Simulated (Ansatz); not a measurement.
# YNi2Te2 (element-swapped structure): how the settings move a single-point run

Question: which choices in the input matter for YNi2Te2 (element-swapped structure)?

Method: reference: DFT PBE, plane waves, PAW, scalar-relativistic, no spin polarisation, in Ansatz 0.2.0.

1 further run of the same task is left out (it didn't finish).

## 1. The starting structure

The structure is tetragonal, space group I4/mmm (No. 139). Conventional cell: a = 4.625 Å, b = 4.625 Å, c = 10.769 Å, α = 90.00°, β = 90.00°, γ = 90.00°. Y (site symmetry 4/mmm) is surrounded by 8 Ni at 3.55 Å and 10 Te at 3.55 to 4.00 Å. Ni (site symmetry -4m2) has 4 Te at 2.65 Å as nearest neighbours. Te (site symmetry 4mm) has 4 Ni at 2.65 Å and 1 Te at 2.78 Å and 4 Y at 3.55 Å as nearest neighbours.

As a file:

```cif
data_structure
_symmetry_space_group_name_H-M 'P 1'
_symmetry_Int_Tables_number 1
_cell_length_a 4.6253
_cell_length_b 4.6253
_cell_length_c 6.2999
_cell_angle_alpha 68.464
_cell_angle_beta 68.464
_cell_angle_gamma 90.000
_cell_volume 115.19
loop_
_atom_site_label
_atom_site_type_symbol
_atom_site_fract_x
_atom_site_fract_y
_atom_site_fract_z
_atom_site_occupancy
Y1 Y 0.00000 0.00000 0.00000 1
Ni1 Ni 0.75000 0.25000 0.50000 1
Ni2 Ni 0.25000 0.75000 0.50000 1
Te1 Te 0.37100 0.37100 0.25800 1
Te2 Te 0.62900 0.62900 0.74200 1
```

## 2. Baseline

input.yaml

```yaml
crystal:
  lattice:
    - [0.0, 4.625276, 0.0]
    - [4.625276, 0.0, 0.0]
    - [2.312638, 2.312638, -5.384478]
  atoms:
    - { symbol: "Y", position: [0.0, 0.0, 0.0] }
    - { symbol: Ni, position: [0.75, 0.25, 0.5] }
    - { symbol: Ni, position: [0.25, 0.75, 0.5] }
    - { symbol: Te, position: [0.371, 0.371, 0.258] }
    - { symbol: Te, position: [0.629, 0.629, 0.742] }
  symmetry: { tolerance: 0.0003 }
kpoints:
  mp_grid: { grid: [4, 4, 4], shift: [0, 0, 0] }
magnetization:
  spin_polarized: false
scf:
  occupations: { method: fermi_dirac }
hamiltonian:
  pseudopotentials: { kind: paw }
  xc: pbe
basis:
  ecutwfc: 420
output:
  forces: true
  stress: true
  eigenvalues: true
```

Command:

```
> ansatz run input.yaml --threads 1 --pin off --max-ram 2560MiB --backend cpu --events-out ev --progress --plain --runs-dir out
```

## 3. Variant: ecutrho_ratio 9

Edit input.yaml of step 2 so:

```diff
@@ -23,2 +23,3 @@
   ecutwfc: 420
+  ecutrho_ratio: 9
 output:
```

## 4. Variant: accuracy high

Edit input.yaml of step 2 so:

```diff
@@ -27 +27,2 @@
   eigenvalues: true
+accuracy: high
```

Q: Predict the outcome of this session. Wanted: for each run, ending; energy change; pressure; gap; force.

The runs gave:

```
               run     ending  energy change  pressure (GPa)  gap (eV)  force (eV/Å)  cycles   time
         reference  converged              0            -6.4      0.00          2.81       8  4.2 s
1: ecutrho_ratio 9  converged   0.0 meV/atom            -6.4      0.00          2.81       8    5 s
  2: accuracy high  converged   0.0 meV/atom            -6.4      0.00          2.81      11  5.6 s
```

Residual by cycle in the longest SCF loop of each run; runs are numbered as in the table. The quantity is the density residual dr2, in eV.

```
cycle  reference   run 1    run 2
    1     0.0413  0.0413   0.0413
    2     0.0119  0.0119   0.0119
    3     3.4e-4  3.4e-4   3.4e-4
    4     5.7e-5  5.7e-5   5.7e-5
    5     5.6e-6  5.7e-6   5.7e-6
    6     1.5e-6  1.5e-6   1.5e-6
    7     1.4e-7  1.4e-7   1.4e-7
    8     2.2e-8  2.3e-8   2.3e-8
    9          -       -  8.1e-10
   10          -       -  1.3e-10
   11          -       -  7.1e-12
```

**Reading.** Of the converged runs whose energies compare with the reference's, none moves it noticeably. The reference has no spin polarisation; with Ni present, a magnetic state may lie lower.

The reference has limits of its own: its mesh is coarse for a cell with so small a gap or none; the cell is far from equilibrium (-6 GPa, forces up to 2.8 eV/Å), so its values aren't those of the relaxed material; the structure is made up and not relaxed.
